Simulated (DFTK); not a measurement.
# Ta3AsAu2O13 (R3m) in DFTK: notebook

Runs on Ta3AsAu2O13. Level: PBE+U. Tasks: single point.

Everything below comes from runs of DFTK 0.8.2. Logs are shortened: lines on timing, memory, paths and dates and some standing lists are left out, and cuts for length are marked.

## Step 1: The structure

It takes space group R3m (No. 160, trigonal). Conventional cell: a = 10.485 Å, b = 10.485 Å, c = 12.428 Å, α = 90.00°, β = 90.00°, γ = 120.00°. Ta (site symmetry m) has 4 O at 1.82 to 1.95 Å as nearest neighbours. As (site symmetry 3m) has 3 O at 1.76 Å as nearest neighbours. Au (site symmetry 3m) has 3 O at 2.21 Å as nearest neighbours. Au (site symmetry 3m) is surrounded by 1 As at 2.39 Å and 1 Au at 2.67 Å. O (site symmetry m) has 1 As at 1.76 Å and 1 Ta at 1.93 Å as nearest neighbours. O (site symmetry 1) has 1 O at 1.44 Å as nearest neighbours. Around O (site symmetry m) lie 1 Ta at 1.82 Å. Around O (site symmetry 3m) lie 3 Ta at 2.11 Å.

The cell was built by a generator and needn't be a form met in nature.

## Step 2: Single point, PBE+U

The input, run.jl:

```julia
using DFTK
using PseudoPotentialData
using Unitful, UnitfulAtomic
using LinearAlgebra, Printf
include("save.jl")
setup_threading()

# lattice vectors are the columns
lattice = austrip(1u"Å") * [       5.24237       -5.24237            0.0;
                  3.02668        3.02668       -6.05337;
                  4.14273        4.14273        4.14273]
symbols   = [:Ta, :Ta, :Ta, :As, :Au, :Au, :O, :O, :O, :O, :O, :O, :O, :O, :O, :O, :O, :O, :O]
positions = [[0.23108, 0.57229, 0.23108],
             [0.23108, 0.23108, 0.57229],
             [0.57229, 0.23108, 0.23108],
             [0.55878, 0.55878, 0.55878],
             [0.96559, 0.96559, 0.96559],
             [0.75105, 0.75105, 0.75105],
             [0.40884, 0.66762, 0.40884],
             [0.40884, 0.40884, 0.66762],
             [0.66762, 0.40884, 0.40884],
             [0.49726, 0.01313, 0.36024],
             [0.36024, 0.49726, 0.01313],
             [0.01313, 0.36024, 0.49726],
             [0.36024, 0.01313, 0.49726],
             [0.01313, 0.49726, 0.36024],
             [0.49726, 0.36024, 0.01313],
             [0.10963, 0.74806, 0.10963],
             [0.10963, 0.10963, 0.74806],
             [0.74806, 0.10963, 0.10963],
             [0.3084, 0.3084, 0.3084]]
pseudopotentials = PseudoFamily("dojo.nc.sr.pbe.v0_4_1.standard.upf")
elements = Dict(s => ElementPsp(s, pseudopotentials) for s in unique(symbols))
atoms    = [elements[s] for s in symbols]

build_model(lattice, positions; symmetries=false) =
    model_DFT(lattice, atoms, positions;
              functionals=PBE(),
              temperature=austrip(0.05u"eV"),
              smearing=Smearing.FermiDirac(),
              extra_terms=[Hubbard(OrbitalManifold(:Au, "5D") => 4.5u"eV", OrbitalManifold(:Ta, "5D") => 4.5u"eV")],
              symmetries)
Ecut  = 42.0  # hartree
kgrid = [1, 1, 1]
tol   = 1e-6
to_GPa = ustrip(uconvert(u"GPa", 1u"hartree/bohr^3"))

model = build_model(lattice, positions)
basis = PlaneWaveBasis(model; Ecut, kgrid)
display(basis)
scfres = self_consistent_field(basis;
                               tol,
                               nbandsalg=AdaptiveBands(model; n_bands_converge=106),
                               miniter=2)
display(scfres.energies)
@printf "Fermi level: %.6f eV\n" ustrip(auconvert(u"eV", something(scfres.εF, NaN)))
forces = compute_forces_cart(scfres)
println("Forces (eV/Å)")
for (s, f) in zip(symbols, forces)
    @printf "%-3s %12.6f %12.6f %12.6f\n" s ustrip.(auconvert.(u"eV/Å", f))...
end
stress = compute_stresses_cart(scfres)
println("Stress (GPa)")
display(round.(stress * to_GPa; digits=4))
println("Levels at the first k-point (eV): ", round.(ustrip.(auconvert.(u"eV", scfres.eigenvalues[1][1:scfres.n_bands_converge])); digits=4))
save_scf!(scfres; forces, stress)
```

Potentials or basis: dojo.nc.sr.pbe.v0_4_1.standard.upf (PBE).

Launch:

```
julia --threads=4 run.jl  # save.jl only writes the numbers to a file and isn't shown; printed stress counts tension as positive; times include loading and compiling
```

Output:

```text
PlaneWaveBasis discretization:

    Ecut                 : 42.0 Ha
    fft_size             : (90, 90, 90), 729000 total points
    kgrid                : MonkhorstPack([1, 1, 1])
    num.   red. kpoints  : 1
    num. irred. kpoints  : 1

    Discretized Model(gga_x_pbe+gga_c_pbe, 3D):
        lattice (in Bohr)    : [9.90664   , -9.90664  , 0         ]
                               [5.7196    , 5.7196    , -11.4392  ]
                               [7.82863   , 7.82863   , 7.82863   ]
        unit cell volume     : 2661.5 Bohr³

        atoms                : AsAu₂O₁₃Ta₃
        pseudopot. family    : PseudoFamily("dojo.nc.sr.pbe.v0_4_1.standard.upf")

        num. electrons       : 170
        spin polarization    : none
        temperature          : 0.0018375 Ha
        smearing             : DFTK.Smearing.FermiDirac()

        terms                : Kinetic()
                               AtomicLocal()
                               AtomicNonlocal()
                               Ewald(nothing)
                               PspCorrection()
                               Hartree()
                               Xc(gga_x_pbe, gga_c_pbe)
                               Hubbard{Float64}(OrbitalManifold[OrbitalManifold(Au, "5D"), OrbitalManifold(Ta, "5D")], [0.16537194978983366, 0.16537194978983366])
                               Entropy()
n     Energy            log10(ΔE)   log10(Δρ)   Diag   Δtime
---   ---------------   ---------   ---------   ----   ------
  1   -810.5760284741                    0.04   17.0    37.1s
  2   -811.8700899687        0.11       -0.34    4.0    13.3s
  3   -812.0149991021       -0.84       -0.66    5.0    12.3s
  4   -812.0648104087       -1.30       -1.13    4.0    10.7s
  5   -812.0716600530       -2.16       -1.38    5.0    8.91s
  6   -812.0754497580       -2.42       -1.78    4.0    9.69s
  7   -812.0759948498       -3.26       -1.98    3.0    8.78s
[... 11 lines left out ...]
 19   -812.0764869116      -10.94       -5.90    5.0    10.5s
 20   -812.0764869116      -12.10       -6.23    2.0    7.62s
Energy breakdown (in Ha):
    Kinetic             355.6809753
    AtomicLocal         -938.6539008
    AtomicNonlocal      -66.4526149
    Ewald               -343.8252003
    PspCorrection       15.2642426
    Hartree             339.4602769
    Xc                  -174.0830677
    Hubbard             0.5328036
    Entropy             -0.0000016

    total               -812.076486911594
Fermi level: 1.369311 eV
Forces (eV/Å)
Ta     -0.111320     0.064285     0.024296
Ta      0.000001    -0.128539     0.024274
Ta      0.111315     0.064282     0.024296
As     -0.000001     0.000022    -0.762029
Au      0.000005     0.000004     0.248618
Au      0.000000     0.000002     0.273413
O       0.055710    -0.032166     0.248712
O      -0.000000     0.064316     0.248712
O      -0.055711    -0.032166     0.248713
O       0.144478    -0.051007     0.039449
O      -0.028077     0.150616     0.039452
O      -0.116404    -0.099627     0.039454
O       0.116403    -0.099628     0.039454
O      -0.144478    -0.051007     0.039449
O       0.028076     0.150617     0.039452
O       0.401435    -0.231767    -0.133503
O       0.000002     0.463527    -0.133509
O      -0.401431    -0.231767    -0.133504
O       0.000001    -0.000005    -0.415561
Stress (GPa)
3×3 StaticArraysCore.SMatrix{3, 3, Float64, 9} with indices SOneTo(3)×SOneTo(3):
 -0.6922  -0.0      0.0
 -0.0     -0.6923  -0.0
  0.0     -0.0     -1.2483
Levels at the first k-point (eV): [-103.0588, -102.2952, -67.8144, -67.8121, -67.8121, -54.6913, -54.3551, -54.3551, -53.9567, -53.5538, -53.5538, -36.4579, -36.4579, -36.3567, -36.3567, -36.3256, -34.4926, -34.4755, -34.4755, -34.3968, -34.3968, -34.3939, -34.3557, -34.3104, -34.3104, -20.5738, -20.299, -20.299, -19.1756, -17.5276, -17.5276, -16.6394, -15.4905, -15.4905, -15.3224, -14.0526, -14.0526, -13.538, -9.7773, -6.3895, -5.7814, -5.7814, -5.7524, -5.5036, -5.5036, -4.7206, -4.7206, -4.4038, -4.1929, -4.1929, -4.0585, -4.0585, -3.7834, -3.5781, -3.5781, -3.3976, -3.3976, -3.349, -3.1319, -3.0609, -3.0609, -2.8598, -2.8598, -2.3633, -2.3633, -2.3478, -1.9266, -1.734, -1.734, -1.626, -1.3724, -1.0869, -1.0662, -1.0662, -0.9451, -0.6396, -0.6396, -0.2837, -0.2837, 0.0958, 0.0958, 0.1712, 0.5387, 0.5387, 0.8222, 1.916, 4.1392, 4.1392, 4.2888, 4.47, 4.6563, 4.6563, 5.1255, 5.4111, 5.4111, 5.7888, 5.7888, 6.1882, 6.1882, 6.3994, 6.4905, 6.7389, 6.9584, 6.9584, 7.5437, 7.8085]
```

It took 12 min on 4 threads of Intel Xeon Platinum 8375C at 2.90GHz (Ice Lake), shared host; peak memory 3.5 GiB.

What came out:

```yaml
Free_energy: -22097.7269 eV
Pressure: 0.9 GPa
Largest_force: 0.762 eV/Å
Band_gap_on_the_k_mesh: 1.09 eV, direct
```

Forces on the atoms (eV/Å):
```
Ta  -0.111  0.064  0.024
Ta   0.000 -0.129  0.024
Ta   0.111  0.064  0.024
As   0.000  0.000 -0.762
Au   0.000  0.000  0.249
Au   0.000  0.000  0.273
O    0.056 -0.032  0.249
O    0.000  0.064  0.249
O   -0.056 -0.032  0.249
O    0.144 -0.051  0.039
O   -0.028  0.151  0.039
O   -0.116 -0.100  0.039
O    0.116 -0.100  0.039
O   -0.144 -0.051  0.039
O    0.028  0.151  0.039
O    0.401 -0.232 -0.134
O    0.000  0.464 -0.134
O   -0.401 -0.232 -0.134
O    0.000  0.000 -0.416
```

Stress tensor (GPa, compression positive):
```
0.69 0.00 0.00
0.00 0.69 0.00
0.00 0.00 1.25
```

Eigenvalues of the final occupation matrices:
```
     site  spin  trace               eigenvalues
atom 5 Au     1   4.84  0.87 0.99 0.99 1.00 1.00
atom 6 Au     1   4.93  0.96 0.98 0.98 1.00 1.00
atom 1 Ta     1   1.40  0.24 0.25 0.28 0.30 0.33
atom 2 Ta     1   1.40  0.24 0.25 0.28 0.30 0.33
atom 3 Ta     1   1.40  0.24 0.25 0.28 0.30 0.33
```

Caveat: the k mesh is coarse (spacing up to 0.86 Å⁻¹), so the values aren't converged; the Hubbard orbitals reach further out than in other programs, which can move energies by up to some tens of meV an atom; spin-orbit coupling is left out, which moves the levels of the heavy elements; an odd mesh through Γ misses points on the zone boundary, where band edges often lie.

## Step 3: Single point, PBE+U

Changes to run.jl since step 2:

```diff
@@ -40,3 +40,3 @@
               smearing=Smearing.FermiDirac(),
-              extra_terms=[Hubbard(OrbitalManifold(:Au, "5D") => 4.5u"eV", OrbitalManifold(:Ta, "5D") => 4.5u"eV")],
+              extra_terms=[Hubbard(OrbitalManifold(:Au, "5D") => 6.0u"eV", OrbitalManifold(:Ta, "5D") => 6.0u"eV")],
               symmetries)
```

Potentials or basis: dojo.nc.sr.pbe.v0_4_1.standard.upf (PBE).

Launch:

```
julia --threads=4 run.jl  # save.jl only writes the numbers to a file and isn't shown; printed stress counts tension as positive; times include loading and compiling
```

Output:

```text
PlaneWaveBasis discretization:

    Ecut                 : 42.0 Ha
    fft_size             : (90, 90, 90), 729000 total points
    kgrid                : MonkhorstPack([1, 1, 1])
    num.   red. kpoints  : 1
    num. irred. kpoints  : 1

    Discretized Model(gga_x_pbe+gga_c_pbe, 3D):
        lattice (in Bohr)    : [9.90664   , -9.90664  , 0         ]
                               [5.7196    , 5.7196    , -11.4392  ]
                               [7.82863   , 7.82863   , 7.82863   ]
        unit cell volume     : 2661.5 Bohr³

        atoms                : AsAu₂O₁₃Ta₃
        pseudopot. family    : PseudoFamily("dojo.nc.sr.pbe.v0_4_1.standard.upf")

        num. electrons       : 170
        spin polarization    : none
        temperature          : 0.0018375 Ha
        smearing             : DFTK.Smearing.FermiDirac()

        terms                : Kinetic()
                               AtomicLocal()
                               AtomicNonlocal()
                               Ewald(nothing)
                               PspCorrection()
                               Hartree()
                               Xc(gga_x_pbe, gga_c_pbe)
                               Hubbard{Float64}(OrbitalManifold[OrbitalManifold(Au, "5D"), OrbitalManifold(Ta, "5D")], [0.22049593305311155, 0.22049593305311155])
                               Entropy()
n     Energy            log10(ΔE)   log10(Δρ)   Diag   Δtime
---   ---------------   ---------   ---------   ----   ------
  1   -810.4176102999                    0.04   19.0    36.2s
  2   -811.7051280626        0.11       -0.35    4.0    11.9s
  3   -811.8421648441       -0.86       -0.66    6.0    12.6s
  4   -811.8888201361       -1.33       -1.08    4.0    9.90s
  5   -811.8965105102       -2.11       -1.35    5.0    7.71s
  6   -811.9003051656       -2.42       -1.81    4.0    9.01s
  7   -811.9007079006       -3.39       -2.06    3.0    7.44s
  8   -811.9009190760       -3.68       -2.51    4.0    8.72s
  9   -811.9009506013       -4.50       -2.68    3.0    9.00s
 10   -811.9009539328       -5.48       -3.03    2.0    7.23s
 11   -811.9009548271       -6.05       -3.49    4.0    7.90s
 12   -811.9009550169       -6.72       -3.63    4.0    9.57s
 13   -811.9009550574       -7.39       -3.96    1.0    7.18s
 14   -811.9009550736       -7.79       -4.51    3.0    8.77s
 15   -811.9009550751       -8.84       -4.70    5.0    11.3s
 16   -811.9009550754       -9.47       -5.09    1.0    7.30s
 17   -811.9009550755       -9.87       -5.44    4.0    6.94s
 18   -811.9009550756      -10.40       -5.94    5.0    7.54s
 19   -811.9009550756      -11.29       -6.06    3.0    8.50s
Energy breakdown (in Ha):
    Kinetic             355.8097402
    AtomicLocal         -938.7540590
    AtomicNonlocal      -66.5110091
    Ewald               -343.8252003
    PspCorrection       15.2642426
    Hartree             339.5371677
    Xc                  -174.1156239
    Hubbard             0.6937887
    Entropy             -0.0000020

    total               -811.900955075575
Fermi level: 1.388535 eV
Forces (eV/Å)
Ta     -0.175014     0.101065    -0.032898
Ta     -0.000003    -0.202081    -0.032915
Ta      0.175010     0.101067    -0.032898
As     -0.000001     0.000024    -1.001392
Au      0.000002    -0.000009     0.288822
Au      0.000002    -0.000004     0.337919
O       0.126047    -0.072772     0.372808
O       0.000000     0.145531     0.372814
O      -0.126046    -0.072772     0.372809
O       0.197848    -0.084576     0.018332
O      -0.025683     0.213621     0.018340
O      -0.172160    -0.129057     0.018338
O       0.172163    -0.129056     0.018337
O      -0.197846    -0.084574     0.018334
O       0.025686     0.213621     0.018340
O       0.450300    -0.259980    -0.121184
O      -0.000000     0.519944    -0.121188
O      -0.450296    -0.259979    -0.121184
O      -0.000003    -0.000001    -0.391883
Stress (GPa)
3×3 StaticArraysCore.SMatrix{3, 3, Float64, 9} with indices SOneTo(3)×SOneTo(3):
 -1.1632  -0.0      0.0
 -0.0     -1.1633  -0.0
  0.0     -0.0     -1.7201
Levels at the first k-point (eV): [-102.9894, -101.99, -68.0724, -68.0699, -68.0699, -54.6077, -54.3018, -54.3018, -53.6463, -53.2669, -53.2669, -36.4625, -36.4625, -36.3631, -36.3631, -36.333, -34.7296, -34.716, -34.716, -34.6319, -34.6319, -34.6262, -34.5922, -34.5413, -34.5413, -20.5349, -20.2559, -20.2559, -19.1604, -17.5136, -17.5136, -16.5925, -15.3933, -15.3933, -15.2429, -14.0163, -14.0163, -13.5062, -9.8205, -6.3627, -6.0548, -5.7753, -5.7753, -5.5236, -5.5236, -4.7903, -4.7903, -4.728, -4.728, -4.5167, -4.2629, -4.2629, -4.0704, -4.0704, -3.8088, -3.4893, -3.4893, -3.4097, -3.4097, -3.3174, -3.1387, -3.0152, -3.0152, -2.4661, -2.388, -2.388, -1.8786, -1.8045, -1.6957, -1.6957, -1.2384, -1.0606, -1.0029, -1.0029, -0.8673, -0.6102, -0.6102, -0.2681, -0.2681, 0.0922, 0.0922, 0.2297, 0.5653, 0.5653, 0.8545, 1.9222, 4.273, 4.273, 4.4244, 4.5563, 4.7047, 4.7047, 5.2344, 5.4949, 5.4949, 5.913, 5.913, 6.2895, 6.2895, 6.5415, 6.5509, 6.8048, 7.0565, 7.0565, 7.629, 7.8686]
```

Wall time 12 min (4 threads of Intel Xeon Platinum 8375C at 2.90GHz (Ice Lake), shared host); peak memory 3.4 GiB.

Results:

```yaml
Free_energy: -22092.9505 eV
Pressure: 1.3 GPa
Largest_force: 1.001 eV/Å
Band_gap_on_the_k_mesh: 1.07 eV, direct
```

Forces in eV/Å, atoms in the order of the input:
```
Ta  -0.175  0.101 -0.033
Ta   0.000 -0.202 -0.033
Ta   0.175  0.101 -0.033
As   0.000  0.000 -1.001
Au   0.000  0.000  0.289
Au   0.000  0.000  0.338
O    0.126 -0.073  0.373
O    0.000  0.146  0.373
O   -0.126 -0.073  0.373
O    0.198 -0.085  0.018
O   -0.026  0.214  0.018
O   -0.172 -0.129  0.018
O    0.172 -0.129  0.018
O   -0.198 -0.085  0.018
O    0.026  0.214  0.018
O    0.450 -0.260 -0.121
O    0.000  0.520 -0.121
O   -0.450 -0.260 -0.121
O    0.000  0.000 -0.392
```

Stress tensor (GPa, compression positive):
```
1.16 0.00 0.00
0.00 1.16 0.00
0.00 0.00 1.72
```

Eigenvalues of the final occupation matrices:
```csv
site,spin,trace,eigenvalues
atom 5 Au,1,4.86,0.89 0.99 0.99 1.00 1.00
atom 6 Au,1,4.94,0.97 0.99 0.99 1.00 1.00
atom 1 Ta,1,1.37,0.23 0.24 0.27 0.30 0.33
atom 2 Ta,1,1.37,0.23 0.24 0.27 0.30 0.33
atom 3 Ta,1,1.37,0.23 0.24 0.27 0.30 0.33
```

Caveat: the k mesh is coarse (spacing up to 0.86 Å⁻¹), so the values aren't converged; the Hubbard orbitals reach further out than in other programs, which can move energies by up to some tens of meV an atom; spin-orbit coupling is left out, which moves the levels of the heavy elements; an odd mesh through Γ misses points on the zone boundary, where band edges often lie; forces of over 1 eV/Å show positions far from the minimum, so gaps and moduli don't describe the material at rest.

## Step 4: Single point, PBE+U

Changes to run.jl since step 3:

```diff
@@ -40,3 +40,3 @@
               smearing=Smearing.FermiDirac(),
-              extra_terms=[Hubbard(OrbitalManifold(:Au, "5D") => 6.0u"eV", OrbitalManifold(:Ta, "5D") => 6.0u"eV")],
+              extra_terms=[Hubbard(OrbitalManifold(:Au, "5D") => 8.0u"eV", OrbitalManifold(:Ta, "5D") => 8.0u"eV")],
               symmetries)
```

Launch:

```
julia --threads=4 run.jl  # save.jl only writes the numbers to a file and isn't shown; printed stress counts tension as positive; times include loading and compiling
```

It took 12 min on 4 threads of Intel Xeon Platinum 8375C at 2.90GHz (Ice Lake), shared host; peak memory 3.5 GiB.

It converged, with:

```
Free energy            : -22086.7602 eV
Pressure               : 2.0 GPa
Largest force          : 1.295 eV/Å
Band gap on the k mesh : 1.03 eV, direct
```

Forces on the atoms (eV/Å):
```
Ta  -0.259  0.149 -0.108
Ta   0.000 -0.299 -0.108
Ta   0.259  0.149 -0.108
As   0.000  0.000 -1.295
Au   0.000  0.000  0.338
Au   0.000  0.000  0.414
O    0.224 -0.129  0.546
O    0.000  0.259  0.546
O   -0.224 -0.129  0.546
O    0.274 -0.141 -0.014
O   -0.015  0.308 -0.014
O   -0.259 -0.167 -0.014
O    0.259 -0.167 -0.014
O   -0.274 -0.141 -0.014
O    0.015  0.308 -0.014
O    0.489 -0.282 -0.109
O    0.000  0.565 -0.109
O   -0.489 -0.282 -0.109
O    0.000  0.000 -0.362
```

Stress tensor (GPa, compression positive):
```
1.85 0.00 0.00
0.00 1.85 0.00
0.00 0.00 2.36
```

Levels at points of the mesh, in eV from the valence-band top:
```
           k point  band 81  band 82  band 83  band 84  band 85  band 86  band 87  band 88  band 89  band 90
(0.00, 0.00, 0.00)    -0.78    -0.58    -0.28    -0.28     0.00     1.03     3.56     3.56     3.72     3.77
```

Eigenvalues of the final occupation matrices:
```tsv
site	spin	trace	eigenvalues
atom 5 Au	1	4.89	0.91 0.99 0.99 1.00 1.00
atom 6 Au	1	4.95	0.97 0.99 0.99 1.00 1.00
atom 1 Ta	1	1.32	0.22 0.22 0.26 0.29 0.33
atom 2 Ta	1	1.32	0.22 0.22 0.26 0.29 0.33
atom 3 Ta	1	1.32	0.22 0.22 0.26 0.29 0.33
```

Caveat: the k mesh is coarse (spacing up to 0.86 Å⁻¹), so the values aren't converged; the Hubbard orbitals reach further out than in other programs, which can move energies by up to some tens of meV an atom; spin-orbit coupling is left out, which moves the levels of the heavy elements; an odd mesh through Γ misses points on the zone boundary, where band edges often lie; forces of over 1 eV/Å show positions far from the minimum, so gaps and moduli don't describe the material at rest.

## Step 5: Overview

```csv
U,gap on the mesh (eV),pressure (GPa),largest force (eV/Å)
"Au d U = 4.5 eV, Ta d U = 4.5 eV",1.09,0.9,0.76
"Au d U = 6 eV, Ta d U = 6 eV",1.07,1.3,1.00
"Au d U = 8 eV, Ta d U = 8 eV",1.03,2.0,1.30
```

Alike in all rows: task single point; level PBE+U; potentials or basis dojo.nc.sr.pbe.v0_4_1.standard.upf (PBE); no spin polarisation; cell as given; k mesh 1 × 1 × 1; cutoff (eV) 1143; smearing fermi-dirac 0.05 eV; the mesh is coarse, so values aren't converged.

Caveats: all runs use coarse meshes; the Hubbard orbitals reach further out than in other programs, which can move energies by up to some tens of meV an atom; spin-orbit coupling is left out, which moves the levels of the heavy elements; an odd mesh through Γ misses points on the zone boundary, where band edges often lie; forces of over 1 eV/Å show positions far from the minimum, so gaps and moduli don't describe the material at rest (some runs).

Absolute energies hang on the potentials; compare differences alone.
